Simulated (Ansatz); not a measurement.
**Cl− with SiNH₅: superposition error and deformation**

Aim: split the binding of a pair into the counterpoise interaction, the basis-set superposition error and the cost of deforming the fragments.

The runs use Ansatz 0.2.0, Gaussian basis; PBE0-D4 structures, single points in def2-TZVPPD.

Levels: PBE-D4, revPBE-D4, BLYP-D4, r2SCAN-D4, B97M-V, PBE0-D4, B3LYP-D4, HSE06-D4, wB97X-V, wB97M-V, B2PLYP, Hartree-Fock, MP2, CCSD, CCSD(T).

Cores are frozen in the correlated methods. B3LYP uses VWN-RPA correlation. B2PLYP carries no dispersion term here.

129 further runs of the same task are left out: 129 set aside as unsound or not needed. Runs told in other sessions of the task aren't counted.

## Step 1: Starting geometry

The relaxed pair: 8 atoms, charge -1, spin multiplicity 1.

Atoms are counted from 1 here; the program's logs count them from 0.

Bond lengths: Si2–N3 1.701 Å, Si2–H4 1.490 Å, Si2–H5 1.502 Å, Si2–H6 1.500 Å, N3–H7 1.009 Å, N3–H8 1.040 Å. Angles: N3–Si2–H4 110.5°, N3–Si2–H5 118.5°, N3–Si2–H6 108.9°, H4–Si2–H5 105.9°, H4–Si2–H6 107.7°, H5–Si2–H6 104.7°, Si2–N3–H7 117.4°, Si2–N3–H8 117.2°, H7–N3–H8 109.1°.

Geometry (Å):

```xyz
8
charge -1, multiplicity 1
Cl    0.0714   -0.8386   -3.1702
Si    0.3979    0.0597    0.9195
N    -0.8346    0.0433   -0.2527
H     0.9204   -1.3167    1.1477
H     1.6029    0.9241    0.6804
H    -0.1720    0.5512    2.2170
H    -1.4044    0.8717   -0.3382
H    -0.5816   -0.2947   -1.2035
```

Atoms 1 to 1 are fragment A (Cl−), the rest fragment B (SiNH₅). From earlier runs, pair energy (eV) and counterpoise interaction (kJ/mol):

| method | E(pair) | interaction |
| --- | --- | --- |
| PBE-D4 | -21964.87503 | -68.72 |
| revPBE-D4 | -21972.00705 | -69.03 |
| BLYP-D4 | -21975.54685 | -65.85 |
| r2SCAN-D4 | -21973.59616 | -65.49 |
| B97M-V | -21970.54772 | -63.84 |
| PBE0-D4 | -21966.80798 | -66.11 |
| B3LYP-D4 | -21977.62501 | -64.57 |
| HSE06-D4 | -21966.31269 | -66.13 |
| wB97X-V | -21972.43237 | -60.40 |
| wB97M-V | -21973.90940 | -60.94 |
| B2PLYP | -21968.00512 | -57.32 |
| Hartree-Fock | -21930.45144 | -42.90 |
| MP2 | -21945.87000 | -59.96 |
| CCSD(T) | -21947.71284 | -58.47 |

First each fragment is run alone in its own basis, frozen in the shape it has in the pair (a, b).

## Step 2: wB97X-V/def2-TZVPPD

Input file a/in.yaml:

```yaml
crystal:
  periodic: [false, false, false]
  atoms:
    - {symbol: Cl, position_ang: [0.071427, -0.838571, -3.170176]}
basis:
  gaussian: {orbitals: "def2-TZVPPD.json"}
total_charge: -1
hamiltonian: {xc: {name: wB97X-V}}
```

Input file b/in.yaml:

```yaml
crystal:
  periodic: [false, false, false]
  atoms:
    - {symbol: Si, position_ang: [0.397913, 0.059737, 0.919522]}
    - {symbol: N, position_ang: [-0.834629, 0.043319, -0.252697]}
    - {symbol: H, position_ang: [0.920379, -1.316740, 1.147656]}
    - {symbol: H, position_ang: [1.602909, 0.924055, 0.680412]}
    - {symbol: H, position_ang: [-0.171979, 0.551185, 2.217000]}
    - {symbol: H, position_ang: [-1.404444, 0.871679, -0.338150]}
    - {symbol: H, position_ang: [-0.581575, -0.294664, -1.203466]}
basis:
  gaussian: {orbitals: "def2-TZVPPD.json"}
hamiltonian: {xc: {name: wB97X-V}}
```

The basis file named in the input lies beside it (Basis Set Exchange, JSON).

The same command starts each run, in its folder.

On the command line:

```bash
$ ansatz run in.yaml --threads 4 --pin off --events-out ev --progress --plain --max-ram 9574MiB
```

Output in a:

```text
Functional definition: wB97X-V
  name "wB97X-V"
  cite "Mardirossian & Head-Gordon, Phys. Chem. Chem. Phys. 16, 9904 (2014) doi:10.1039/C3CP54374A"
  cite "Becke, J. Chem. Phys. 107, 8554 (1997) doi:10.1063/1.475007"
  cite "Vydrov & Van Voorhis, J. Chem. Phys. 133, 244103 (2010) doi:10.1063/1.3521275"
  parameter omega = 0.3/bohr
  parameter cx = 0.167
  parameter cx1 = 0.603
  parameter cx2 = 1.194
  parameter css0 = 0.556
  parameter css1 = -0.257
  parameter cos0 = 1.219
  parameter cos1 = -1.850
  parameter b = 6.0
  parameter c = 0.01
  exchange = spin_sum(e_x_unif_sr(omega)*poly(b97_u_x, 1 - cx, cx1, cx2)) + cx*exact_x_sr(omega) + exact_x_lr(omega)
  correlation = spin_sum(e_c_pw_same_spin*poly(b97_u_same, css0, css1))
      + integral(e_c_pw_opposite_spin*poly(b97_u_opposite, cos0, cos1)) + vv10(b, c)
327 factors; their error is unknown
60 factors; integrals over basis functions are off by at most 9.2e-5 eV
mean field evaluation 1: about -12522.3621 eV, gradient 1.9e1 eV
mean field evaluation 2: about -12522.7269 eV, gradient 1.4e1 eV
mean field evaluation 4: about -12523.0001 eV, gradient 4.6e-2 eV
mean field evaluation 8: about -12523.0240 eV, gradient 7.9e-4 eV
mean field -12523.02401879 eV, -460.2126442799 hartree, gradient 8.2e-6 eV, S^2 0.000000; 0 other end points of the search recorded, 0 dependent functions left out
reference -12523.02401746 eV, -460.2126442311 hartree; 9, 9 occupied and 42, 42 virtual orbitals, 327 factors
Total energy: -12523.02401746 eV, -460.2126442311 hartree
```

b printed, cut to the lines that bear on the results:

```text
[... 5 set-up lines as earlier in the session ...]
[...]
      + integral(e_c_pw_opposite_spin*poly(b97_u_opposite, cos0, cos1)) + vv10(b, c)
789 factors; their error is unknown
239 factors; integrals over basis functions are off by at most 1.7e-5 eV
[...]
mean field -9448.77592922 eV, -347.2361107885 hartree, gradient 2.6e-5 eV, S^2 0.000000; 0 other end points of the search recorded, 0 dependent functions left out
reference -9448.77592719 eV, -347.2361107137 hartree; 13, 13 occupied and 157, 157 virtual orbitals, 789 factors
Total energy: -9448.77592719 eV, -347.2361107137 hartree
```

They took 0.35 s (a), 2.8 s (b) on 4 threads of Arm Neoverse V1, shared host.

## Step 3: wB97M-V/def2-TZVPPD

The same edit goes into each in.yaml of step 2 (a, b):

```diff
-hamiltonian: {xc: {name: wB97X-V}}
+hamiltonian: {xc: {name: wB97M-V}}
```

Each run has its own folder and the same command.

On the command line:

```bash
$ ansatz run in.yaml --threads 4 --pin off --events-out ev --progress --plain --max-ram 9574MiB
```

Log of a, cut to the lines that bear on the results:

```text
Functional definition: wB97M-V
  name "wB97M-V"
  cite "Mardirossian & Head-Gordon, J. Chem. Phys. 144, 214110 (2016) doi:10.1063/1.4952647"
[... 2 set-up lines as earlier in the session ...]
  # Of w^i u^j: cxij and so on, Table III.
[...]
  gx(w, u) = 1 - cx + cx01*u + cx10*w
  gss(w, u) = css00 + css04*u^4 + css10*w + css20*w^2 + css43*w^4*u^3
  gos(w, u) = cos00 + cos10*w + (cos20 + cos21*u)*w^2 + (cos60 + cos61*u)*w^6
[...]
      + integral(e_c_pw_mod_opposite_spin*gos(b97_w_opposite, b97_u_opposite)) + vv10(b, c)
327 factors; their error is unknown
60 factors; integrals over basis functions are off by at most 9.2e-5 eV
[...]
mean field -12524.30685346 eV, -460.2597875847 hartree, gradient 4.5e-5 eV, S^2 0.000000; 0 other end points of the search recorded, 0 dependent functions left out
reference -12524.30688656 eV, -460.2597888008 hartree; 9, 9 occupied and 42, 42 virtual orbitals, 327 factors
Total energy: -12524.30688656 eV, -460.2597888008 hartree
```

b printed, cut to the lines that bear on the results:

```text
[... 5 set-up lines as earlier in the session ...]
  # Of w^i u^j: cxij and so on, Table III.
[...]
  gx(w, u) = 1 - cx + cx01*u + cx10*w
  gss(w, u) = css00 + css04*u^4 + css10*w + css20*w^2 + css43*w^4*u^3
  gos(w, u) = cos00 + cos10*w + (cos20 + cos21*u)*w^2 + (cos60 + cos61*u)*w^6
[...]
      + integral(e_c_pw_mod_opposite_spin*gos(b97_w_opposite, b97_u_opposite)) + vv10(b, c)
784 factors; their error is unknown
239 factors; integrals over basis functions are off by at most 1.7e-5 eV
[...]
mean field -9448.96624962 eV, -347.2431049343 hartree, gradient 8.8e-5 eV, S^2 0.000000; 0 other end points of the search recorded, 0 dependent functions left out
reference -9448.96630111 eV, -347.2431068265 hartree; 13, 13 occupied and 157, 157 virtual orbitals, 784 factors
Total energy: -9448.96630111 eV, -347.2431068265 hartree
```

They took 0.4 s (a), 3.4 s (b) on 4 threads of Arm Neoverse V1, shared host.

## Step 4: B2PLYP/def2-TZVPPD

Each input of step 3 (a, b) changes in the same lines:

```diff
-hamiltonian: {xc: {name: wB97M-V}}
+hamiltonian: {xc: {name: B2PLYP}}
```

The same command starts each run, in its folder.

On the command line:

```bash
$ ansatz run in.yaml --threads 4 --pin off --events-out ev --progress --plain --max-ram 9574MiB
```

a printed, cut to the lines that bear on the results:

```text
Functional definition: B2PLYP
  name "B2PLYP"
  cite "Grimme, J. Chem. Phys. 124, 034108 (2006) doi:10.1063/1.2148954"
  cite "Becke, Phys. Rev. A 38, 3098 (1988) doi:10.1103/PhysRevA.38.3098"
  cite "Lee, Yang & Parr, Phys. Rev. B 37, 785 (1988) doi:10.1103/PhysRevB.37.785"
[...]
293 factors; integrals over basis functions are off by at most 1.6e-4 eV
[...]
mean field -12519.61027230 eV, -460.0871914103 hartree, gradient 5.8e-6 eV, S^2 0.000000; 0 other end points of the search recorded, 0 dependent functions left out
5 core orbitals not correlated: weight in the atoms' cores, before any rotation towards them, 1.000 or more for the frozen orbitals, at most 0.000 for the correlated occupied ones
reference -12519.61036088 eV, -460.0871946657 hartree; 4, 4 occupied and 42, 42 virtual orbitals, 293 factors
second order -6.74510282 eV of doubles, -0.00000000 eV of singles
Total energy: -12521.43153864 eV, -460.1541217140 hartree
```

Output in b, cut to the lines that bear on the results:

```text
[... 5 set-up lines as earlier in the session ...]
[...]
950 factors; integrals over basis functions are off by at most 8.2e-4 eV
[...]
mean field -9442.80681207 eV, -347.0167497792 hartree, gradient 6.3e-6 eV, S^2 0.000000; 0 other end points of the search recorded, 0 dependent functions left out
6 core orbitals not correlated: weight in the atoms' cores, before any rotation towards them, 1.000 or more for the frozen orbitals, at most 0.000 for the correlated occupied ones
reference -9442.80695999 eV, -347.0167552152 hartree; 7, 7 occupied and 157, 157 virtual orbitals, 950 factors
second order -11.68589826 eV of doubles, -0.00000000 eV of singles
Total energy: -9445.96215252 eV, -347.1327064020 hartree
```

Times: 0.25 s (a), 1.9 s (b) on 4 threads of Arm Neoverse V1, shared host.

## Step 5: B97M-V/def2-TZVPPD

Each input of step 4 (a, b) changes in the same lines:

```diff
-hamiltonian: {xc: {name: B2PLYP}}
+hamiltonian: {xc: {name: B97M-V}}
```

The same command starts each run, in its folder.

On the command line:

```bash
$ ansatz run in.yaml --threads 4 --pin off --events-out ev --progress --plain --max-ram 9574MiB
```

a printed, cut to the lines that bear on the results:

```text
Functional definition: B97M-V
  name "B97M-V"
  cite "Mardirossian & Head-Gordon, J. Chem. Phys. 142, 074111 (2015) doi:10.1063/1.4907719"
[... 2 set-up lines as earlier in the session ...]
  # Of w^i u^j: cxij and so on, Table III.
[...]
  gx(w, u) = cx00 + cx01*u + cx02*u^2 + (cx10 + cx11*u)*w
  gss(w, u) = css00 + css02*u^2 + css10*w + (css32*w^3 + css42*w^4)*u^2
  gos(w, u) = cos00 + cos01*u + cos03*u^3 + cos10*w + cos32*w^3*u^2
[...]
      + integral(e_c_pw_mod_opposite_spin*gos(b97_w_opposite, b97_u_opposite)) + vv10(b, c)
324 factors; their error is unknown
[...]
mean field -12521.66207109 eV, -460.1625936250 hartree, gradient 8.4e-5 eV, S^2 0.000000; 0 other end points of the search recorded, 0 dependent functions left out
reference -12521.66210999 eV, -460.1625950546 hartree; 9, 9 occupied and 42, 42 virtual orbitals, 324 factors
Total energy: -12521.66210999 eV, -460.1625950546 hartree
```

Output in b, cut to the lines that bear on the results:

```text
[... 5 set-up lines as earlier in the session ...]
  # Of w^i u^j: cxij and so on, Table III.
[...]
  gx(w, u) = cx00 + cx01*u + cx02*u^2 + (cx10 + cx11*u)*w
  gss(w, u) = css00 + css02*u^2 + css10*w + (css32*w^3 + css42*w^4)*u^2
  gos(w, u) = cos00 + cos01*u + cos03*u^3 + cos10*w + cos32*w^3*u^2
[...]
      + integral(e_c_pw_mod_opposite_spin*gos(b97_w_opposite, b97_u_opposite)) + vv10(b, c)
779 factors; their error is unknown
[...]
mean field -9448.21744960 eV, -347.2155870410 hartree, gradient 2.2e-5 eV, S^2 0.000000; 0 other end points of the search recorded, 0 dependent functions left out
reference -9448.21751050 eV, -347.2155892792 hartree; 13, 13 occupied and 157, 157 virtual orbitals, 779 factors
Total energy: -9448.21751050 eV, -347.2155892792 hartree
```

They took 0.3 s (a), 3.4 s (b) on 4 threads of Arm Neoverse V1, shared host.

## Step 6: CCSD(T)/def2-TZVPPD

Each input of step 5 (a, b) changes in the same lines:

```diff
-hamiltonian: {xc: {name: B97M-V}}
+correlation: {method: ccsd_t}
```

One command serves all of them, each in its own folder.

On the command line:

```bash
$ ansatz run in.yaml --threads 4 --pin off --events-out ev --progress --plain --max-ram 9574MiB
```

Log of a, cut to the lines that bear on the results:

```text
Functional definition: HF
  name "HF"
  cite "Fock, Z. Phys. 61, 126 (1930) doi:10.1007/BF01340294"
  parent pbe
[...]
293 factors; integrals over basis functions are off by at most 1.6e-4 eV
[...]
mean field -12505.39286953 eV, -459.5647114954 hartree, gradient 8.0e-6 eV, S^2 0.000000; 0 other end points of the search recorded, 0 dependent functions left out
5 core orbitals not correlated: weight in the atoms' cores, before any rotation towards them, 1.000 or more for the frozen orbitals, at most 0.000 for the correlated occupied ones
reference -12505.39286953 eV, -459.5647114954 hartree; 4, 4 occupied and 42, 42 virtual orbitals, 293 factors
second order -5.54525689 eV of doubles, -0.00000000 eV of singles
cycle   1  -5.85548281 eV  change   -3.1e-1 eV  update   4.0e-2
[...]
cycle   8  -5.97235895 eV  change   -1.2e-6 eV  update   3.9e-6
perturbative correction -0.24425678 eV, -0.0089762710 hartree
Total energy: -12511.60948525 eV, -459.7931679094 hartree
```

b printed, cut to the lines that bear on the results:

```text
[... 4 set-up lines as earlier in the session ...]
[...]
950 factors; integrals over basis functions are off by at most 8.2e-4 eV
[...]
mean field -9424.61094730 eV, -346.3480640824 hartree, gradient 1.4e-6 eV, S^2 0.000000; 0 other end points of the search recorded, 0 dependent functions left out
6 core orbitals not correlated: weight in the atoms' cores, before any rotation towards them, 1.000 or more for the frozen orbitals, at most 0.000 for the correlated occupied ones
reference -9424.61094730 eV, -346.3480640824 hartree; 7, 7 occupied and 157, 157 virtual orbitals, 950 factors
second order -9.65535724 eV of doubles, -0.00000000 eV of singles
cycle   1  -10.16972942 eV  change   -5.1e-1 eV  update   6.6e-2
[...]
cycle   9  -10.49309725 eV  change   -3.2e-6 eV  update   1.2e-5
perturbative correction -0.34640276 eV, -0.0127300665 hartree
Total energy: -9435.45044730 eV, -346.7464083603 hartree
```

Wall times: 0.2 s (a), 9 s (b) on 4 threads of Arm Neoverse V1, shared host; peak memory 1.4 GiB.

## Step 7: Relaxing SiNH₅ alone

Input file relax-b/in.yaml:

```yaml
crystal:
  periodic: [false, false, false]
  atoms:
    - {symbol: Si, position_ang: [0.397913, 0.059737, 0.919522]}
    - {symbol: N, position_ang: [-0.834629, 0.043319, -0.252697]}
    - {symbol: H, position_ang: [0.920379, -1.316740, 1.147656]}
    - {symbol: H, position_ang: [1.602909, 0.924055, 0.680412]}
    - {symbol: H, position_ang: [-0.171979, 0.551185, 2.217000]}
    - {symbol: H, position_ang: [-1.404444, 0.871679, -0.338150]}
    - {symbol: H, position_ang: [-0.581575, -0.294664, -1.203466]}
basis:
  gaussian: {orbitals: def2-TZVP}
hamiltonian: {xc: pbe0, dispersion: d4}
relax: {f_tol: 0.005, max_steps: 200}
```

On the command line:

```bash
$ ansatz run in.yaml --threads 4 --pin off --events-out ev --progress --plain --max-ram 9574MiB
```

What it wrote, cut to the lines that bear on the results:

```text
Functional definition: PBE0
  name "PBE0"
  cite "Adamo & Barone, J. Chem. Phys. 110, 6158 (1999) doi:10.1063/1.478522"
  cite "Perdew, Burke & Ernzerhof, Phys. Rev. Lett. 77, 3865 (1996) doi:10.1103/PhysRevLett.77.3865"
[... 1 set-up line as earlier in the session ...]
[...]
643 factors; their error is unknown
[...]
mean field -9445.20554486 eV, -347.1049015833 hartree, gradient 5.2e-5 eV, S^2 0.000000; 0 other end points of the search recorded, 0 dependent functions left out
[...]
reference -9445.20557180 eV, -347.1049025734 hartree; 13, 13 occupied and 85, 85 virtual orbitals, 643 factors
relax step   1: F+E_penalty+E_count = -9445.27497611 eV  Δ(F+E_penalty+E_count) = +0.000e0 eV  max|allowed force component| = 1.618e0 eV/Å  Δτ_max = 0.0000 Å  (22 SCF iters, accepted)
[...]
reference -9445.25520429 eV, -347.1067265336 hartree; 13, 13 occupied and 85, 85 virtual orbitals, 643 factors
Total energy: -9445.32457550 eV, -347.1092758788 hartree
Atom 0 at     0.418448     0.072483     0.951525 Å, force     0.001383    -0.000325     0.000565 eV/Å
Atom 1 at    -0.803393     0.078622    -0.259115 Å, force    -0.001570     0.000671    -0.000534 eV/Å
Atom 2 at     0.918702    -1.319890     1.087796 Å, force    -0.000027     0.000219     0.000017 eV/Å
Atom 3 at     1.601928     0.946328     0.690485 Å, force     0.000120    -0.000268    -0.000082 eV/Å
Atom 4 at    -0.196874     0.531050     2.223770 Å, force    -0.000236    -0.000012    -0.000034 eV/Å
Atom 5 at    -1.382818     0.894039    -0.377540 Å, force    -0.000507     0.000045     0.000039 eV/Å
Atom 6 at    -0.627419    -0.364061    -1.146643 Å, force     0.000836    -0.000330     0.000028 eV/Å
Dipole moment:    -0.079679     0.106670    -0.252789 e Å
```

Run time: 5 s. Hardware: 4 threads of Arm Neoverse V1, shared host.

Along the way:

| step | energy from step 1 (eV) | largest force component (eV/Å) |
| --- | --- | --- |
| 1 | 0.0000 | 1.6179 |
| 2 | -0.0421 | 0.6179 |
| 3 | -0.0480 | 0.0597 |
| 4 | -0.0493 | 0.0468 |
| 5 | -0.0495 | 0.0107 |
| 6 | -0.0496 | 0.0061 |
| 7 | -0.0496 | 0.0016 |

Close pairs (by a distance rule), those that changed most:

| bond | before (Å) | after (Å) | change (Å) |
| --- | --- | --- | --- |
| N2–H7 | 1.040 | 1.007 | -0.033 |
| Si1–N2 | 1.701 | 1.720 | +0.019 |
| Si1–H5 | 1.500 | 1.486 | -0.014 |
| Si1–H4 | 1.502 | 1.494 | -0.008 |
| Si1–H3 | 1.490 | 1.486 | -0.004 |
| N2–H6 | 1.009 | 1.007 | -0.002 |

## Step 8: PBE-D4/def2-TZVPPD

Input file free-b/in.yaml:

```yaml
crystal:
  periodic: [false, false, false]
  atoms:
    - {symbol: Si, position_ang: [0.418448, 0.072483, 0.951525]}
    - {symbol: N, position_ang: [-0.803393, 0.078622, -0.259115]}
    - {symbol: H, position_ang: [0.918702, -1.319890, 1.087796]}
    - {symbol: H, position_ang: [1.601928, 0.946328, 0.690485]}
    - {symbol: H, position_ang: [-0.196874, 0.531050, 2.223770]}
    - {symbol: H, position_ang: [-1.382818, 0.894039, -0.377540]}
    - {symbol: H, position_ang: [-0.627419, -0.364061, -1.146643]}
basis:
  gaussian: {orbitals: "def2-TZVPPD.json"}
hamiltonian: {xc: pbe, dispersion: d4}
```

On the command line:

```bash
$ ansatz run in.yaml --threads 4 --pin off --events-out ev --progress --plain --max-ram 9574MiB
```

What it wrote:

```text
Functional definition: PBE
  name "PBE"
[... 2 set-up lines as earlier in the session ...]
  parameter kappa = 0.804
  parameter beta = 0.06672455060314922
  exchange = pbe_x(kappa = kappa, mu = beta*pi^2/3)
  correlation = pbe_c(beta = beta)
779 factors; their error is unknown
mean field evaluation 1: about -9435.2876 eV, gradient 6.9e1 eV
mean field evaluation 2: about -9401.8233 eV, gradient 1.2e2 eV
mean field evaluation 4: about -9444.2888 eV, gradient 3.9e0 eV
mean field evaluation 8: about -9444.3223 eV, gradient 3.1e-1 eV
mean field evaluation 16: about -9444.3224 eV, gradient 1.2e-5 eV
mean field -9444.32242012 eV, -347.0724473476 hartree, gradient 1.2e-5 eV, S^2 0.000000; 0 other end points of the search recorded, 0 dependent functions left out
reference -9444.32246163 eV, -347.0724488733 hartree; 13, 13 occupied and 157, 157 virtual orbitals, 779 factors
Total energy: -9444.40663505 eV, -347.0755421893 hartree
```

Run time: 0.8 s. Hardware: 4 threads of Arm Neoverse V1, shared host.

## Step 9: r2SCAN-D4/def2-TZVPPD

free-b/in.yaml, as its differences from that of step 8:

```diff
@@ -12,2 +12,2 @@
   gaussian: {orbitals: "def2-TZVPPD.json"}
-hamiltonian: {xc: pbe, dispersion: d4}
+hamiltonian: {xc: r2scan, dispersion: d4}
```

On the command line:

```bash
$ ansatz run in.yaml --threads 4 --pin off --events-out ev --progress --plain --max-ram 9574MiB
```

What it wrote:

```text
Functional definition: r2SCAN
  name "r2SCAN"
  cite "Furness, Kaplan, Ning, Perdew & Sun, J. Phys. Chem. Lett. 11, 8208 (2020) doi:10.1021/acs.jpclett.0c02405"
  cite "Furness, Kaplan, Ning, Perdew & Sun, J. Phys. Chem. Lett. 11, 9248 (2020) doi:10.1021/acs.jpclett.0c03077"
  parent r2scan
  parameter k0 = 0.174
  parameter k1 = 0.065
  parameter a1 = 4.9479
  exchange = r2scan_x(k0 = k0, k1 = k1, a1 = a1)
  correlation = r2scan_c
779 factors; their error is unknown
mean field evaluation 1: about -9441.5427 eV, gradient 6.3e1 eV
mean field evaluation 2: about -9423.4260 eV, gradient 1.0e2 eV
mean field evaluation 4: about -9448.8916 eV, gradient 2.3e0 eV
mean field evaluation 8: about -9448.9075 eV, gradient 2.9e-2 eV
mean field evaluation 16: about -9448.8896 eV, gradient 5.5e-5 eV
mean field -9448.88959595 eV, -347.2402879638 hartree, gradient 5.5e-5 eV, S^2 0.000000; 0 other end points of the search recorded, 0 dependent functions left out
reference -9448.88960846 eV, -347.2402884234 hartree; 13, 13 occupied and 157, 157 virtual orbitals, 779 factors
Total energy: -9448.90897354 eV, -347.2410000770 hartree
```

Run time: 1.7 s. Hardware: 4 threads of Arm Neoverse V1, shared host.

(Part 1 of 2 ends here.)
